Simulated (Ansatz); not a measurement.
# ClF2GeH3Si: one species, many methods

The task here is to estimate one member of a computed series from the others.

The runs use Ansatz 0.2.0, Gaussian basis; functionals in def2-TZVPP, the program's frozen cores in correlated methods.

Plan: PBE-D4, r2SCAN-D4, PBE0-D4, B3LYP-D4, ωB97X-V, ωB97M-V, B2PLYP; CCSD(T)/def2-TZVPP; MP2/def2-QZVPP; extrapolation to the limit.

### Structure used throughout

All runs share one geometry, relaxed beforehand with PBE0-D4 in a triple-zeta def2 set.

8 atoms, charge 0, spin multiplicity 1.

Atoms are counted from 1 here; the program's logs count them from 0.

Bond lengths: F1–Si2 1.595 Å, Si2–Ge3 2.397 Å, Si2–H6 1.482 Å, Si2–H7 1.482 Å, Ge3–F4 1.738 Å, Ge3–Cl5 2.145 Å, Ge3–H8 1.537 Å. Angles: F1–Si2–Ge3 108.2°, F1–Si2–H6 109.1°, F1–Si2–H7 109.1°, Ge3–Si2–H6 110.2°, Ge3–Si2–H7 109.1°, H6–Si2–H7 111.0°, Si2–Ge3–F4 108.2°, Si2–Ge3–Cl5 109.1°, Si2–Ge3–H8 119.5°, F4–Ge3–Cl5 105.9°, F4–Ge3–H8 105.8°, Cl5–Ge3–H8 107.6°.

As a file:

```xyz
8
charge 0, multiplicity 1
F     1.6440    1.5497    0.0057
Si    0.5330    0.7712    0.8451
Ge   -0.5421   -0.8011   -0.6109
F     0.6342   -1.9862   -1.0930
Cl   -1.1351    0.2024   -2.4111
H     1.1842    0.0619    1.9717
H    -0.4723    1.7424    1.3387
H    -1.7538   -1.5975   -0.1020
```

The first run:

Input file in.yaml:

```yaml
crystal:
  periodic: [false, false, false]
  atoms:
    - {symbol: F, position_ang: [1.644044, 1.549700, 0.005723]}
    - {symbol: Si, position_ang: [0.532963, 0.771212, 0.845057]}
    - {symbol: Ge, position_ang: [-0.542084, -0.801059, -0.610876]}
    - {symbol: F, position_ang: [0.634217, -1.986195, -1.093046]}
    - {symbol: Cl, position_ang: [-1.135090, 0.202382, -2.411102]}
    - {symbol: H, position_ang: [1.184230, 0.061880, 1.971724]}
    - {symbol: H, position_ang: [-0.472324, 1.742408, 1.338690]}
    - {symbol: H, position_ang: [-1.753756, -1.597527, -0.101971]}
basis:
  gaussian: {orbitals: def2-TZVPP}
hamiltonian: {xc: pbe, dispersion: d4}
output: {forces: true, orbitals: {seedname: orbitals}}
```

Run with:

```sh
$ ansatz run in.yaml --threads 4 --pin off --events-out ev --progress --plain --max-ram 10444MiB
```

Steps of the session up to this table: PBE-D4 (GGA); r2SCAN-D4 (meta-GGA); PBE0-D4 (hybrid); B3LYP-D4 (hybrid); ωB97X-V (range-separated); ωB97M-V (range-separated); B2PLYP (double hybrid); CCSD(T) in def2-TZVPP; MP2 in def2-QZVPP.

One table of the session follows, with a row left open; its other results are not shown here.

It belongs to the step «Atomisation energies». 

| method | atomisation energy (kJ/mol) |
| --- | --- |
| PBE-D4 | ? |
| r2SCAN-D4 | 2584.0 |
| PBE0-D4 | 2536.1 |
| B3LYP-D4 | 2543.6 |
| ωB97X-V | 2596.1 |
| ωB97M-V | 2565.8 |
| B2PLYP | 2532.7 |
| HF/def2-TZVPP | 1890.1 |
| MP2/def2-TZVPP | 2579.7 |
| CCSD/def2-TZVPP | 2476.2 |
| CCSD(T)/def2-TZVPP | 2516.4 |
| MP2/CBS | 2652.3 |
| CCSD(T)/CBS | 2589.0 |

Estimate the missing values for PBE-D4.

As computed: atomisation energy (kJ/mol): 2584.3. In the column «atomisation energy (kJ/mol)» it lies between r2SCAN-D4 (2584.0) and CCSD(T)/CBS (2589.0).
